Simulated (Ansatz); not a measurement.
# C₂H₇FOSi: how energies converge with the basis set

One table from this session's results is given with a row withheld; the runs are named, their logs left out.

Computed with Ansatz 0.2.0, Gaussian basis. Level: one geometry, several basis sets.

Levels to be run: PBE0-D4/def2-SVP; ωB97M-V/def2-SVP; PBE0-D4/def2-QZVPP; ωB97M-V/def2-QZVPP; the functionals' def2-TZVPP values are taken from earlier runs.

## Structure used throughout

All runs share one geometry, relaxed beforehand with PBE0-D4 in a triple-zeta def2 set.

SMILES `CO[SiH](C)F`, 12 atoms, charge 0, spin multiplicity 1.

Atoms are counted from 1 here; the program's logs count them from 0.

Bond lengths: C1–O2 1.410 Å, C1–H6 1.091 Å, C1–H7 1.096 Å, C1–H8 1.094 Å, O2–Si3 1.628 Å, Si3–C4 1.843 Å, Si3–F5 1.602 Å, Si3–H9 1.486 Å, C4–H10 1.092 Å, C4–H11 1.092 Å, C4–H12 1.092 Å. Angles: O2–C1–H6 108.3°, O2–C1–H7 111.6°, O2–C1–H8 110.9°, H6–C1–H7 108.5°, H6–C1–H8 108.7°, H7–C1–H8 108.7°, C1–O2–Si3 124.7°, O2–Si3–C4 108.2°, O2–Si3–F5 109.7°, O2–Si3–H9 109.8°, C4–Si3–F5 109.4°, C4–Si3–H9 114.5°, F5–Si3–H9 105.2°, Si3–C4–H10 110.5°, Si3–C4–H11 110.5°, Si3–C4–H12 110.7°, H10–C4–H11 108.3°, H10–C4–H12 108.4° and more.

The first run:

Input file in.yaml:

```yaml
crystal:
  periodic: [false, false, false]
  atoms:
    - {symbol: C, position_ang: [0.569125, 2.004372, -0.452853]}
    - {symbol: O, position_ang: [-0.097302, 0.916735, 0.149116]}
    - {symbol: Si, position_ang: [0.137767, -0.645966, -0.243578]}
    - {symbol: C, position_ang: [-0.844631, -1.685111, 0.918525]}
    - {symbol: F, position_ang: [-0.362548, -0.908063, -1.743172]}
    - {symbol: H, position_ang: [0.458484, 2.875774, 0.194545]}
    - {symbol: H, position_ang: [1.638450, 1.801094, -0.582908]}
    - {symbol: H, position_ang: [0.135101, 2.235465, -1.430134]}
    - {symbol: H, position_ang: [1.592448, -0.947766, -0.259026]}
    - {symbol: H, position_ang: [-1.902223, -1.415156, 0.872228]}
    - {symbol: H, position_ang: [-0.499424, -1.543006, 1.945110]}
    - {symbol: H, position_ang: [-0.748247, -2.743572, 0.666149]}
basis:
  gaussian: {orbitals: def2-SVP}
hamiltonian: {xc: pbe0, dispersion: d4}
output: {orbitals: {seedname: orbitals}}
```

The run is started by

```bash
> ansatz run in.yaml --threads 4 --pin off --events-out ev --progress --plain --max-ram 10444MiB
```

Among the steps run: PBE0-D4 in def2-SVP; ωB97M-V in def2-SVP; PBE0-D4 in def2-QZVPP; ωB97M-V in def2-QZVPP.

One table of the session follows, with a row left open; its other results are not shown here.

| functional | basis | HOMO (eV) | LUMO (eV) |
| --- | --- | --- | --- |
| PBE0-D4 | def2-SVP | ? | ? |
| PBE0-D4 | def2-TZVPP | -8.52 | 1.20 |
| PBE0-D4 | def2-QZVPP | -8.55 | 0.81 |
| ωB97M-V | def2-SVP | -10.76 | 3.63 |
| ωB97M-V | def2-TZVPP | -10.90 | 2.66 |
| ωB97M-V | def2-QZVPP | -10.93 | 1.89 |

**Question.** Estimate the row for PBE0-D4, def2-SVP.

The run gave: HOMO (eV): -8.40; LUMO (eV): 1.89. In the column «HOMO (eV)» it is the highest.
